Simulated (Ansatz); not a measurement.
**C2H8NO2Y: how energies converge with the basis set**

The task here is to estimate one member of a computed series from the others.

Computed with Ansatz 0.2.0, Gaussian basis. Level: one geometry, several basis sets.

Levels to be run: PBE0-D4/def2-SVP; ωB97M-V/def2-SVP; PBE0-D4/def2-QZVPP; ωB97M-V/def2-QZVPP; the functionals' def2-TZVPP values are taken from earlier runs.

### The relaxed structure

The geometry comes from an earlier relaxation with PBE0-D4 in a triple-zeta def2 set; it is a stationary point, not always the lowest conformer. Y takes the def2 core potential; no spin-orbit term is included.

14 atoms, charge 0, spin multiplicity 1.

Atoms are counted from 1 here; the program's logs count them from 0.

Bond lengths: C1–N2 1.441 Å, C1–H7 1.103 Å, C1–H8 1.103 Å, C1–H9 1.095 Å, N2–C3 1.441 Å, N2–Y4 2.150 Å, C3–H10 1.096 Å, C3–H11 1.103 Å, C3–H12 1.103 Å, Y4–O5 2.034 Å, Y4–O6 2.034 Å, O5–H13 0.952 Å, O6–H14 0.952 Å. Angles: N2–C1–H7 112.2°, N2–C1–H8 112.2°, N2–C1–H9 111.0°, H7–C1–H8 106.5°, H7–C1–H9 107.3°, H8–C1–H9 107.3°, C1–N2–C3 111.0°, C1–N2–Y4 124.5°, C3–N2–Y4 124.5°, N2–C3–H10 111.0°, N2–C3–H11 112.2°, N2–C3–H12 112.2°, H10–C3–H11 107.3°, H10–C3–H12 107.3°, H11–C3–H12 106.5°, N2–Y4–O5 115.8°, N2–Y4–O6 115.8°, O5–Y4–O6 128.5° and more.

Set-up of the first run:

The input, in.yaml:

```yaml
crystal:
  periodic: [false, false, false]
  atoms:
    - {symbol: C, position_ang: [0.467985, -0.288099, 1.712580]}
    - {symbol: N, position_ang: [0.226266, -0.382760, 0.294809]}
    - {symbol: C, position_ang: [0.680062, -1.648985, -0.223140]}
    - {symbol: Y, position_ang: [-0.688607, 1.159586, -0.891569]}
    - {symbol: O, position_ang: [-1.226159, 2.844864, 0.112207]}
    - {symbol: O, position_ang: [-0.900972, 0.743652, -2.871071]}
    - {symbol: H, position_ang: [1.538880, -0.378783, 1.959702]}
    - {symbol: H, position_ang: [-0.052354, -1.079238, 2.277785]}
    - {symbol: H, position_ang: [0.123111, 0.674251, 2.106299]}
    - {symbol: H, position_ang: [0.496413, -1.721102, -1.300737]}
    - {symbol: H, position_ang: [0.169326, -2.501782, 0.254344]}
    - {symbol: H, position_ang: [1.760547, -1.801354, -0.063676]}
    - {symbol: H, position_ang: [-1.528921, 3.685935, 0.439985]}
    - {symbol: H, position_ang: [-1.065587, 0.693795, -3.807518]}
basis:
  gaussian: {orbitals: def2-SVP}
hamiltonian: {xc: pbe0, dispersion: d4}
output: {orbitals: {seedname: orbitals}}
```

Run with:

```bash
> ansatz run in.yaml --threads 2 --pin off --events-out ev --progress --plain --max-ram 20480MiB --backend cpu
```

Steps of the session up to this table: PBE0-D4 in def2-SVP; ωB97M-V in def2-SVP; PBE0-D4 in def2-QZVPP; ωB97M-V in def2-QZVPP.

One of the session's tables, all rows but one given; the rest of the session is left out.

It belongs to the step «Functionals by basis». 

```
functional       basis  HOMO (eV)  LUMO (eV)
   PBE0-D4    def2-SVP      -5.47      -1.20
   PBE0-D4  def2-TZVPP      -5.61      -1.29
   PBE0-D4  def2-QZVPP          ?          ?
   ωB97M-V    def2-SVP      -7.70       0.07
   ωB97M-V  def2-TZVPP      -7.86      -0.09
   ωB97M-V  def2-QZVPP      -7.88      -0.20
```

**Question.** Estimate the row for PBE0-D4, def2-QZVPP.

**Answer.** HOMO (eV): -5.64; LUMO (eV): -1.30. In the column «HOMO (eV)» it lies between ωB97M-V, def2-SVP (-7.70) and PBE0-D4, def2-TZVPP (-5.61).
